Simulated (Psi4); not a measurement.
# AlI (iodoaluminum), run twice

Wanted: the energy in a field of AlI (iodoaluminum), SCAN-D3(BJ)+ATM/LANL2DZ (density fitting, core potential, Cartesian functions, dipole perturbation λ (added as +λ·μ, a field of −λ) (0, -0.005, 0) a.u.).

The calculation is run with Psi4 1.11.

2 further runs of the same task are left out: 2 set aside as unsound or not needed.

## (1) The structure to begin with

The species is AlI (2 atoms), meant as a singlet with charge 0. As SMILES, `[Al][I]`. Geometry: the measured bond length.

Bond lengths: Al1–I2 2.537 Å.

## (2) Try one

Contents of job.in:

```
memory 1600 MB

molecule m {
  0 1
  Al
  I 1 2.537102
  units angstrom
  symmetry c1
  no_reorient
  no_com
}

set scf_type df
set perturb_h true
set perturb_with dipole
set perturb_dipole [0.0, -0.005, 0.0]

E, wfn = energy('scan-d2/LANL2DZ', return_wfn=True)
```

Launch:

```
psi4 -n 1 job.in job.out
```

job.out:

```text
Psi4 1.11 release

Printing out the relevant lines from the Psithon --> Python processed input file:
    core.IO.set_default_namespace("m")
    core.set_global_option("SCF_TYPE", "df")
    core.set_global_option("PERTURB_H", "true")
    core.set_global_option("PERTURB_WITH", "dipole")
    core.set_global_option("PERTURB_DIPOLE", [0.0, -0.005, 0.0])
--> E, wfn = energy('scan-d2/LANL2DZ', return_wfn=True)

!----------------------------------------------------------------------------------!
!                                                                                  !
!  Method=scan-d2 is not available for any derivative level. Some methods need     !
!     "dftd4-python>=3.5" gcp-correction -c conda-forge` . Did you mean? scan-d3   !
!     scan-d32b scan-d4                                                            !
!                                                                                  !
!----------------------------------------------------------------------------------!

    Psi4 run time: 0:00:00.11
```

It took 1.1 s on 1 thread of AMD EPYC 7B13 (Zen 3), shared host; peak memory 0.13 GiB.

## (3) Diagnosis

The input was rejected.

The telling line is `Method=scan-d2 is not available for any derivative level. Some methods need`. The fault: unsupported dispersion. To mend it: dispersion D3(BJ)+ATM in place of D2.

## (4) The mended input

Contents of job.in:

```
memory 1600 mb

molecule molecule1 {
  0 1
  Al
  I 1 2.537102
  symmetry c1
  no_reorient
  no_com
}

set scf_type df
set perturb_h true
set perturb_with dipole
set perturb_dipole [0.0, -0.005, 0.0]

energy('scan-d3bjatm/LANL2DZ')
```

Launch:

```
psi4 -n 1 job.in job.out
```

job.out:

```text
[...]
    !!!  WARNING: ECP capability is in beta. Please check occupations closely.  !!!
[...]
  Running in c1 symmetry.
[...]
  Nuclear repulsion =    4.380084609948674
[...]
  Multiplicity = 1
[...]
  Nalpha       = 5
  Nbeta        = 5
[...]
    Number of basis functions: 16
[...]
   @DF-RKS iter   1:   -13.36970000265541   -8.99262e-01   1.24257e-02 ADIIS/DIIS
[...]
   @DF-RKS iter   7:   -13.42136261923446   -8.18305e-09   7.93697e-07 DIIS
[...]
    Orbital Energies [Eh]
    ---------------------
    Doubly Occupied:
       1A     -0.650499     2A     -0.360374     3A     -0.261691
       4A     -0.261681     5A     -0.227300
[...]
  @DF-RKS Final Energy:   -13.42136261923446
   => Energetics <=
    Nuclear Repulsion Energy =              4.3800846099486739
    One-Electron Energy =                 -30.1788050921404789
    Two-Electron Energy =                  15.2730882170846716
    DFT Exchange-Correlation Energy =      -2.8954759967146098
    Empirical Dispersion Energy =          -0.0002543574127200
    VV10 Nonlocal Energy =                  0.0000000000000000
    Total Energy =                        -13.4213626192344631
[...]
 Multipole Moments:
 ------------------------------------------------------------------------------------
     Multipole            Electronic (a.u.)      Nuclear  (a.u.)        Total (a.u.)
 ------------------------------------------------------------------------------------
 L = 1.  Multiply by 2.5417464519 to convert [e a0] to [Debye]
 Dipole X            :          0.0000061            0.0000000            0.0000061
 Dipole Y            :          0.1802901            0.0000000            0.1802901
 Dipole Z            :          5.0779851           -5.9769939           -0.8990088
 Magnitude           :                                                    0.9169086
[...]
```

It took 4.2 s on 1 thread of AMD EPYC 7B13 (Zen 3), shared host; peak memory 0.25 GiB.

## (5) Outcome

Level: SCAN-D3(BJ)+ATM/LANL2DZ (density fitting, core potential, Cartesian functions, dipole perturbation λ (added as +λ·μ, a field of −λ) (0, -0.005, 0) a.u.).

| quantity | value |
| --- | --- |
| total energy | -13.42136 Eh |
| dipole moment | 2.33 D |
| HOMO–LUMO gap | 3.50 eV |
| dispersion energy | -0.67 kJ/mol |
